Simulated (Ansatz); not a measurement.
# SnBrCl₃: small, medium and large basis sets

The task here is to estimate one member of a computed series from the others.

Computed with Ansatz 0.2.0, Gaussian basis. Level: one geometry, several basis sets.

Levels to be run: PBE0-D4/def2-SVP; ωB97M-V/def2-SVP; PBE0-D4/def2-QZVPP; ωB97M-V/def2-QZVPP; the functionals' def2-TZVPP values are taken from earlier runs.

**The geometry**

The geometry comes from an earlier relaxation with PBE0-D4 in a triple-zeta def2 set; it is a stationary point. Sn takes the def2 core potential; no spin-orbit term is included.

SMILES `[Cl][Sn]([Cl])([Cl])[Br]`, 5 atoms, charge 0, spin multiplicity 1.

Atoms are counted from 1 here; the program's logs count them from 0.

Bond lengths: Cl1–Sn2 2.291 Å, Sn2–Cl3 2.291 Å, Sn2–Cl4 2.291 Å, Sn2–Br5 2.435 Å. Angles: Cl1–Sn2–Cl3 108.9°, Cl1–Sn2–Cl4 108.9°, Cl1–Sn2–Br5 110.1°, Cl3–Sn2–Cl4 108.9°, Cl3–Sn2–Br5 110.1°, Cl4–Sn2–Br5 110.1°.

The first run:

in.yaml reads:

```yaml
crystal:
  periodic: [false, false, false]
  atoms:
    - {symbol: Cl, position_ang: [-1.054446, -0.276404, 2.009132]}
    - {symbol: Sn, position_ang: [0.008686, -0.029300, -0.004906]}
    - {symbol: Cl, position_ang: [2.081534, -0.995272, 0.128849]}
    - {symbol: Cl, position_ang: [-1.206958, -1.106056, -1.620609]}
    - {symbol: Br, position_ang: [0.221082, 2.333333, -0.553766]}
basis:
  gaussian: {orbitals: def2-SVP}
hamiltonian: {xc: pbe0, dispersion: d4}
output: {orbitals: {seedname: orbitals}}
```

Run with:

```console
$ ansatz run in.yaml --threads 4 --pin off --events-out ev --progress --plain --max-ram 10444MiB
```

Among the steps run: PBE0-D4 in def2-SVP; ωB97M-V in def2-SVP; PBE0-D4 in def2-QZVPP; ωB97M-V in def2-QZVPP.

One of the session's tables, all rows but one given; the rest of the session is left out.

It belongs to the step «Density functionals: the series». 

```
functional       basis  HOMO (eV)  LUMO (eV)
   PBE0-D4    def2-SVP      -9.20      -3.18
   PBE0-D4  def2-TZVPP          ?          ?
   PBE0-D4  def2-QZVPP      -9.31      -3.28
   ωB97M-V    def2-SVP     -11.39      -1.06
   ωB97M-V  def2-TZVPP     -11.53      -1.24
   ωB97M-V  def2-QZVPP     -11.55      -1.30
```

Q: Estimate the row for PBE0-D4, def2-TZVPP from the others.

As computed: HOMO (eV): -9.30; LUMO (eV): -3.26. In the column «HOMO (eV)» it lies between PBE0-D4, def2-QZVPP (-9.31) and PBE0-D4, def2-SVP (-9.20).
